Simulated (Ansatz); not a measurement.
# Ga2SbP: a single-point run

Wanted: a converged single-point run for Ga2SbP, and a check of what comes out. The structure is shown as the input types it. The cell is built on a prototype (ordering on zincblende) and needn't be the phase found in nature.

Method: density functional or hybrid calculation with the settings of its input, plane waves (as first typed), in Ansatz 0.2.0.

2 further runs of the same task are left out: 2 that didn't finish.

## (1) The structure to begin with

Symmetry: P-4m2, No. 115, tetragonal system. The conventional cell has a = 4.093 Å, b = 4.093 Å, c = 5.803 Å, α = 90.00°, β = 90.00°, γ = 90.00°. P (site symmetry -4m2) is surrounded by 4 Ga at 2.42 Å. Ga (site symmetry 2mm) is surrounded by 2 P at 2.42 Å and 2 Sb at 2.60 Å. Around Sb (site symmetry -4m2) lie 4 Ga at 2.60 Å.

Structure file:

```cif
data_structure
_symmetry_space_group_name_H-M 'P-4m2'
_symmetry_Int_Tables_number 115
_cell_length_a 4.0926
_cell_length_b 4.0926
_cell_length_c 5.8035
_cell_angle_alpha 90.000
_cell_angle_beta 90.000
_cell_angle_gamma 90.000
_cell_volume 97.21
loop_
_atom_site_label
_atom_site_type_symbol
_atom_site_symmetry_multiplicity
_atom_site_Wyckoff_symbol
_atom_site_fract_x
_atom_site_fract_y
_atom_site_fract_z
_atom_site_occupancy
P1 P 1 a 0.00000 0.00000 0.00000 1
Ga1 Ga 2 g 0.00000 0.50000 0.77597 1
Sb1 Sb 1 c 0.50000 0.50000 0.50000 1
```

## (2) Running it

The input, input.yaml:

```yaml
crystal:
  lattice:
    - [4.0926218747, 0.0, 0.0]
    - [0.0, 4.0926218747, 0.0]
    - [0.0, 0.0, 5.8034925813]
  atoms:
    - { symbol: P, position: [0.0, 0.0, 0.0] }
    - { symbol: Ga, position: [0.0, 0.5, 0.7759653733] }
    - { symbol: Sb, position: [0.5, 0.5, 0.5] }
    - { symbol: Ga, position: [0.5, 0.0, 0.2240346267] }
kpoints:
  mp_grid: { grid: [4, 4, 4] }
hamiltonian:
  xc: pbe
scf:
  occupations: { method: fermi_dirac, width: 0.02 }
  n_extra_bands: 5
  max_iter: 63
output:
  forces: true
  stress: true
  eigenvalues: true
basis:
  ecutrho_ratio: 1
```

Command:

```
> ansatz run input.yaml --threads 4 --pin off --max-ram 3686MiB --backend cpu --events-out ev --progress --plain --runs-dir out
```

What happens when this is run?

The program finished normally, with warnings (cutoff below recommended). It gives a pressure of 24 GPa, which is large; a structure far from rest gives such values too, whatever the setting.

In the input, basis.ecutrho_ratio is 1. The grid or cutoff for the density and potential is too coarse for the wavefunction basis: a density holds Fourier components up to twice the waves' wavevector.

The test: delete basis.ecutrho_ratio (the default then holds).
